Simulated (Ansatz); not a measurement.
**CH₆S₂Sn: up Jacob's ladder to CCSD(T)**

An exercise on one series of results from a longer session: the logs are not shown, and one member is left open.

Method: functionals in def2-TZVPP, the program's frozen cores in correlated methods; program: Ansatz 0.2.0, Gaussian basis.

Levels to be run: LDA (SPW92), PBE-D4, revPBE-D4, BLYP-D4, r2SCAN-D4, B97M-V, PBE0-D4, B3LYP-D4, r2SCANh-D4, r2SCAN0-D4, HSE06-D4, BHLYP-D4, CAM-B3LYP-D4, LC-ωPBE, ωB97X-V, ωB97M-V, B2PLYP, PBE-QIDH; CCSD(T)/def2-SVP; CCSD(T)/def2-TZVPP; MP2/def2-QZVPP; extrapolation to the limit; RPA on PBE.

### The relaxed structure

All runs share one geometry, relaxed beforehand with PBE0-D4 in a triple-zeta def2 set. Sn takes the def2 core potential; no spin-orbit term is included.

SMILES `CS[S][SnH3]`, 10 atoms, charge 0, spin multiplicity 1.

Atoms are counted from 1 here; the program's logs count them from 0.

Bond lengths: C1–S2 1.800 Å, C1–H5 1.090 Å, C1–H6 1.093 Å, C1–H7 1.089 Å, S2–S3 2.055 Å, S3–Sn4 2.417 Å, Sn4–H8 1.703 Å, Sn4–H9 1.706 Å, Sn4–H10 1.708 Å. Angles: S2–C1–H5 111.1°, S2–C1–H6 106.1°, S2–C1–H7 110.7°, H5–C1–H6 109.2°, H5–C1–H7 110.3°, H6–C1–H7 109.4°, C1–S2–S3 102.3°, S2–S3–Sn4 98.1°, S3–Sn4–H8 108.1°, S3–Sn4–H9 107.3°, S3–Sn4–H10 107.5°, H8–Sn4–H9 110.8°, H8–Sn4–H10 111.7°, H9–Sn4–H10 111.3°.

The first run:

Input file in.yaml:

```yaml
crystal:
  periodic: [false, false, false]
  atoms:
    - {symbol: C, position_ang: [0.298226, 1.971599, 0.272917]}
    - {symbol: S, position_ang: [-0.245603, 0.762627, 1.491109]}
    - {symbol: S, position_ang: [1.025378, -0.813694, 1.139209]}
    - {symbol: Sn, position_ang: [-0.325529, -1.982559, -0.489180]}
    - {symbol: H, position_ang: [0.149948, 1.599943, -0.741214]}
    - {symbol: H, position_ang: [-0.324288, 2.856485, 0.426111]}
    - {symbol: H, position_ang: [1.344040, 2.233031, 0.430231]}
    - {symbol: H, position_ang: [-1.744503, -2.515468, 0.286538]}
    - {symbol: H, position_ang: [-0.693676, -0.872932, -1.731410]}
    - {symbol: H, position_ang: [0.599108, -3.290332, -1.081310]}
basis:
  gaussian: {orbitals: def2-TZVPP}
hamiltonian: {xc: lda}
output: {orbitals: {seedname: orbitals}}
```

Steps of the session up to this table: LDA; PBE-D4 (GGA); revPBE-D4 (GGA); BLYP-D4 (GGA); r2SCAN-D4 (meta-GGA); B97M-V (meta-GGA); PBE0-D4 (hybrid); B3LYP-D4 (hybrid); r2SCANh-D4 (hybrid); r2SCAN0-D4 (hybrid); HSE06-D4 (hybrid); BHLYP-D4 (hybrid); CAM-B3LYP-D4 (range-separated); LC-ωPBE (range-separated); ωB97X-V (range-separated); ωB97M-V (range-separated); B2PLYP (double hybrid); PBE-QIDH (double hybrid).

One of the session's tables, all rows but one given; the rest of the session is left out.

It belongs to the step «Orbital energies across the functionals». 

| functional | HOMO (eV) | gap (eV) |
| --- | --- | --- |
| LDA (SPW92) | -5.52 | 3.63 |
| PBE-D4 | -5.41 | 3.73 |
| revPBE-D4 | -5.37 | 3.77 |
| BLYP-D4 | ? | ? |
| r2SCAN-D4 | -5.63 | 4.17 |
| B97M-V | -5.74 | 4.30 |
| PBE0-D4 | -6.54 | 5.77 |
| B3LYP-D4 | -6.32 | 5.31 |
| r2SCANh-D4 | -6.05 | 4.93 |
| r2SCAN0-D4 | -6.68 | 6.05 |
| HSE06-D4 | -6.14 | 5.00 |
| BHLYP-D4 | -7.54 | 7.62 |
| CAM-B3LYP-D4 | -7.79 | 7.97 |
| LC-ωPBE | -9.11 | 10.41 |
| ωB97X-V | -8.78 | 9.96 |
| ωB97M-V | -8.62 | 9.52 |

**Question.** Estimate the row for BLYP-D4.

Worked estimate for «HOMO (eV)». Against the share of exact exchange, B3LYP-D4 (0.2, -6.32), BHLYP-D4 (0.5, -7.54) give a slope of -4.07 per unit share; at 0 the line stands at -5.51.

As computed: HOMO (eV): -5.26; gap (eV): 3.69. In «HOMO (eV)» the line misses by -0.25.
